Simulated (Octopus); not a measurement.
# SiF: single point with PBE

The system is SiF.

```xyz
2
Lattice="3.0286 0.0000 0.0000 0.0000 3.0286 0.0000 0.0000 0.0000 3.0286" Properties=species:S:1:pos:R:3 pbc="T T T"
Si    1.4857    1.4919    1.4647
F     0.0238   -0.0314    0.0062
```

The cell was built by a generator and needn't be a form met in nature.

The cell isn't the ideal one: atoms moved at random, drawn with an rms of 0.05 Å.

```yaml
Program: Octopus 16.4
Task: single point
Functional: PBE
Potentials_or_basis: pseudodojo_pbe (PseudoDojo 0.5, PBE)
Grid_spacing: 0.116 Å
k_mesh: 9 × 9 × 9
Occupations: fermi-dirac, width 0.05 eV
Spin: no spin polarisation
Eigensolver: chebyshev_filter
k-point_symmetries_used: yes
ConvRelDens: 3e-07
ExtraStates: 6
DerivativesOrder: 8
```

- Largest force: 0.056 eV/Å
- Band gap on the k mesh: none (metal or under the smearing width)

Forces in eV/Å, atoms in the order of the input:
```
Si  -0.038  0.006 -0.040
F    0.038 -0.006  0.040
```

Levels at points of the mesh, in eV from the Fermi level:
```csv
k point,band 2,band 3,band 4,band 5,band 6,band 7,band 8,band 9
"(0.00, 0.00, 0.00)",-8.97,-5.25,-5.24,-5.24,5.05,5.12,5.15,5.85
```

Run time: 27 min on 1 thread of Intel(R) Xeon(R) Platinum 8488C (Sapphire Rapids), with other jobs on the host, peak memory 4.1 GiB.

Caveat: an odd number of electrons without spin polarisation forces a metal; a magnetic or distorted state may lie lower.
